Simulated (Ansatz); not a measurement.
**ZnS+ (quartet): from Hartree-Fock to the top rungs, def2-TZVPP**

The task here is to estimate one member of a computed series from the others.

The runs use Ansatz 0.2.0, Gaussian basis; def2-TZVPP, core rule «outside noble gas», up to 14 orbitals frozen.

Plan: UHF; CCSD(T) on ROHF; CCSD(T) on UHF; CCSDT(Q) on ROHF; CCSDT(Q) on UHF; CASSCF and NEVPT2, 17 electrons in 10 orbitals.

6 further runs of the same task are left out: 6 set aside as unsound or not needed.

**The system**

The geometry is a PBE0/def2-TZVP stationary point (not a proven minimum) of the parent state, kept for this charge and spin.

2 atoms, charge 1, spin multiplicity 4.

Atoms are counted from 1 here; the program's logs count them from 0.

Bond lengths: Zn1–S2 2.255 Å.

Geometry (Å):

```xyz
2
SZn
Zn    0.00000    0.00000    0.00000
S     0.00000    0.00000    2.25540
```

The first run:

Input file in.yaml:

```yaml
crystal:
  periodic: [false, false, false]
  atoms:
    - {symbol: Zn, position_ang: [0.000000, 0.000000, 0.000000]}
    - {symbol: S, position_ang: [0.000000, 0.000000, 2.255400]}
basis:
  gaussian: {orbitals: def2-TZVPP}
total_charge: 1
magnetization: {spin_polarized: true, initial_magnetization: 3}
hamiltonian: {xc: hf}
output: {orbitals: {seedname: orbitals}}
```

On the command line:

```console
> ansatz run in.yaml --threads 1 --pin off --events-out ev --progress --plain --max-ram 4096MiB --backend cpu
```

Steps of the session up to this table: UHF; CCSD(T) on ROHF; CCSD(T) on UHF; CCSDT(Q) on ROHF; CCSDT(Q) on UHF; CASSCF and NEVPT2, 17 electrons in 10 orbitals.

One table of the session follows, with a row left open; its other results are not shown here.

It belongs to the step «Misses and costs». 

```
        method  from UCCSDT(Q) (kJ/mol)
          ROHF                  +1526.2
           UHF                  +1507.7
          RMP2                    -13.1
          UMP2                    -10.5
         RCCSD                    +46.2
         UCCSD                    +45.2
      RCCSD(T)                        ?
      UCCSD(T)                     +0.6
        RCCSDT                     +0.7
        UCCSDT                     +0.2
     RCCSDT(Q)                     +0.9
     UCCSDT(Q)                        0
CASSCF valence                  +1526.0
NEVPT2 valence                   +143.3
```

Q: Estimate the row for RCCSD(T) from the others.

As computed: from UCCSDT(Q) (kJ/mol): +1.1. In the column «from UCCSDT(Q) (kJ/mol)» it lies between RCCSDT(Q) (+0.9) and UCCSD (+45.2).

Caveats from the session: Restricted and unrestricted rows rest on different reference determinants; where their highest levels disagree by more than a few hundredths of an eV, they describe different states and don't form one ladder.
